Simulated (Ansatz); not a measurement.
# Zr2TaGe2: the cost of one run

Method: DFT PBE, scalar-relativistic, plane waves, PAW, in Ansatz 0.2.0.

### 1 The system as given

Symmetry: P-6m2, No. 187, hexagonal system. Conventional cell: a = 3.576 Å, b = 3.576 Å, c = 8.753 Å, α = 90.00°, β = 90.00°, γ = 120.00°. Zr (site symmetry 3m) has 1 Ge at 1.89 Å as nearest neighbours. Ta (site symmetry -6m2) has 3 Ge at 2.06 Å as nearest neighbours. Around Ge (site symmetry -6m2) lie 2 Zr at 1.89 Å and 3 Ta at 2.06 Å. Around Ge (site symmetry -6m2) lie 2 Zr at 2.48 Å.

Coordinates:

```
CELL_PARAMETERS angstrom
3.57557 0.00000 0.00000
-1.78779 3.09654 0.00000
0.00000 0.00000 8.75292
ATOMIC_POSITIONS crystal
Zr 0.66667 0.33333 0.28372
Zr 0.66667 0.33333 0.71628
Ta 0.00000 0.00000 0.50000
Ge 0.66667 0.33333 0.50000
Ge 0.66667 0.33333 0.00000
```

A structure generator made this guess: random cell by space group and Wyckoff sites (P-6m2, No. 187). The dimensions are guesses.

### 2 The guess as it stands, on a coarse mesh

The input, input.yaml:

```yaml
crystal:
  lattice:
    - [3.57557274, 0.0, 0.0]
    - [-1.78778637, 3.09653683, 0.0]
    - [0.0, 0.0, 8.75292086]
  atoms:
    - { symbol: Zr, position: [0.66666667, 0.33333333, 0.28371633] }
    - { symbol: Zr, position: [0.66666667, 0.33333333, 0.71628367] }
    - { symbol: Ta, position: [0.0, 0.0, 0.5] }
    - { symbol: Ge, position: [0.66666667, 0.33333333, 0.5] }
    - { symbol: Ge, position: [0.66666667, 0.33333333, 0.0] }
basis:
  ecutwfc: 420
kpoints:
  mp_grid: { grid: [6, 6, 2] }
hamiltonian:
  xc: pbe
scf:
  occupations: { method: gaussian, width: 0.1 }
  lower_state_search: "off"
output:
  forces: true
  stress: true
  eigenvalues: true
```

The run is started by

```
$ ansatz run input.yaml --threads 1 --pin off --max-ram 2560MiB --backend cpu --events-out ev --progress --plain --runs-dir out
```

**Question.** How long does this run take on 1 thread of AMD EPYC (Zen 3), shared host, and how much memory does it need?

About 7 s, with a peak of 0.38 GiB.
